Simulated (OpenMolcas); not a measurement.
# Ag⁵⁺ among point charges: CASSCF and CASPT2 levels and susceptibility

Aim: the splitting of the states of Ag⁵⁺ in the field of 6 point charges, its lowest levels with spin-orbit coupling and its magnetic susceptibility.

The numbers are computed with OpenMolcas 26.06 (state-averaged CASSCF and CASPT2, spin-orbit coupling by RASSI with atomic mean-field integrals), except any that are marked as measured or tabulated.

### 1 The system

| Quantity | Value |
| --- | --- |
| Species | Ag⁵⁺ (silver, Z = 47, 42 electrons) |
| Basis | ANO-RCC-VDZP [6s5p3d1f], 43 functions |
| Scalar Hamiltonian | DKH2, point nucleus |
| Inactive shells | 1s 2s 2p 3s 3p 3d 4s 4p |
| Active space | 6 electrons in 5 orbitals (4d) |
| Some configurations of this space | 4d⁶ |
| Orbitals | optimised for each spin and parity, averaged over all roots |

The outer shells:

4d6
```
4d [↑↓][↑ ][↑ ][↑ ][↑ ]
```

The ion sits among 6 point charges of -1.36 e arranged as an octahedron (Oh), 1.82 Å from the ion.

Each step is its own input file, run in one work folder so that later steps find the files of earlier ones. Labels, J, g values, rates, χT and fits are worked out afterwards by a script from the matrices that RASSI stores. The input lists half of the charges; inversion (Group=XYZ) makes the rest.

### 2 One- and two-electron integrals

File a.inp:

```
&GATEWAY
Coord
1

Ag 0.0 0.0 0.0
Basis=ANO-RCC-VDZP
Group=XYZ
NoMove
AngMom=0.0 0.0 0.0
AMFI
XField
3 Angstrom 0
1.820000 0.000000 0.000000 -1.360000
0.000000 1.820000 0.000000 -1.360000
0.000000 0.000000 1.820000 -1.360000
&SEWARD
```

On the command line:

```console
OMP_NUM_THREADS=1 MOLCAS_MEM=1689 MOLCAS_PROJECT=a pymolcas a.inp > a.log
```

### 3 Reference wave functions, quintets of even parity, 5 roots

File a.inp:

```
&RASSCF
FileOrb=start.orb
Symmetry=1
Spin=5
nActEl=6 0 0
Inactive=9 9
Ras2=5 0
CIRoot=5 5 1
SDav=5
CIMx=300
Iter=120 100
PrWF=0.3
OrbListing=Nothing
MaxOrb=0
>>> COPY $Project.JobIph JOB001
```

start.orb holds the contracted functions of the basis, ordered by shell, or the orbitals of the step before.

### 4 CASSCF: triplets of even parity, 45 roots

File a.inp:

```
&RASSCF
FileOrb=start.orb
Symmetry=1
Spin=3
nActEl=6 0 0
Inactive=9 9
Ras2=5 0
CIRoot=45 45 1
SDav=45
CIMx=300
Iter=120 100
PrWF=0.3
OrbListing=Nothing
MaxOrb=0
>>> COPY $Project.JobIph JOB002
```

### 5 CASSCF: singlets of even parity, 50 roots

File a.inp:

```
&RASSCF
FileOrb=start.orb
Symmetry=1
Spin=1
nActEl=6 0 0
Inactive=9 9
Ras2=5 0
CIRoot=50 50 1
SDav=50
CIMx=300
Iter=120 100
PrWF=0.3
OrbListing=Nothing
MaxOrb=0
>>> COPY $Project.JobIph JOB003
```

### 6 RASSI: spin-orbit coupling between the states

File a.inp:

```
&RASSI
NrOfJobIphs=3 5 45 50
1 2 3 4 5
1 2 3 4 5 6 7 8 9 10 11 12 13 14 15 16 17 18 19 20 21 22 23 24 25 26 27
28 29 30 31 32 33 34 35 36 37 38 39 40 41 42 43 44 45
1 2 3 4 5 6 7 8 9 10 11 12 13 14 15 16 17 18 19 20 21 22 23 24 25 26 27
28 29 30 31 32 33 34 35 36 37 38 39 40 41 42 43 44 45 46 47 48 49 50
IphNames
JOB001
JOB002
JOB003
EJob
SpinOrbit
DIPRint=1.0
SOCoupling=1000.0
Subsets=2
Property=9
'ANGMOM' 1 'ANGMOM' 2 'ANGMOM' 3 'MLTPL  1' 1 'MLTPL  1' 2 'MLTPL  1' 3
'AMFI' 1 'AMFI' 2 'AMFI' 3
SOProperty=3
'ANGMOM' 1 'ANGMOM' 2 'ANGMOM' 3
```

### 7 CASPT2: IPEA 0.25, imaginary shift 0.1 (closed shells correlated: 4s 4p)

File a.inp:

```
>>> COPY JOB001 $Project.JobIph
&CASPT2
Multistate=5 1 2 3 4 5
NoMult
Frozen=8 6
IPEA=0.25
Imaginary=0.1
MaxIter=60
WThr=0.0 0.3 0.05
PrWF=0.5
NoMix
>>> COPY JOB002 $Project.JobIph
&CASPT2
Multistate=45 1 2 3 4 5 6 7 8 9 10 11 12 13 14 15 16 17 18 19 20 21 22
23 24 25 26 27 28 29 30 31 32 33 34 35 36 37 38 39 40 41 42 43 44 45
NoMult
Frozen=8 6
IPEA=0.25
Imaginary=0.1
MaxIter=60
WThr=0.0 0.3 0.05
PrWF=0.5
NoMix
>>> COPY JOB003 $Project.JobIph
&CASPT2
Multistate=50 1 2 3 4 5 6 7 8 9 10 11 12 13 14 15 16 17 18 19 20 21 22
23 24 25 26 27 28 29 30 31 32 33 34 35 36 37 38 39 40 41 42 43 44 45 46
47 48 49 50
NoMult
Frozen=8 6
IPEA=0.25
Imaginary=0.1
MaxIter=60
WThr=0.0 0.3 0.05
PrWF=0.5
NoMix
```

(Steps that only read results are left out.)

Before running it: what results should come out? Wanted: spin-free ground state; first state of the same spin within the active space; lowest level; next level.

As calculated:

```
                                            quantity                                                                        value
                                              method  SS-CASPT2, IPEA 0.25, imaginary shift 0.1 (closed shells correlated: 4s 4p)
                              spin-free ground state                                              5T2, 3-fold in its orbital part
first state of the same spin within the active space                                                              5E at 5370 cm⁻¹
                                        lowest level                                                                    3-fold T2
                                          next level                                                                   608.4 cm⁻¹
                                         χT at 300 K                                                               4.45 cm³ K/mol
                           effective moment at 300 K                                                                      5.96 μB
```

Cost by method:

```
                                              method  time of its own steps  time with the reference
                                           A. CASSCF                   27 s                     27 s
B. SS-CASPT2, IPEA 0.25, imaginary shift 0.1, +4s 4p                  6.3 s                     33 s
```

Times are of one thread on a shared host.

In words: The spin-free ground state (5T2) comes to 100 % from free-ion D terms and keeps the highest spin of the shell. χT at 300 K is 4.45, against 3.01 cm³ K/mol for the spin alone, so orbital moment adds to it. An active space of the d shell alone favours high spin; real ions in strong fields can be low spin. CASPT2 does not keep the components of a term degenerate, and the means are used. The field of point charges can differ much from that of real complexes. With metal d orbitals alone active, the gaps between spin states are rough; where two lie within a few thousand cm-1, their order is open. This is an electrostatic model: the charges have no orbitals.
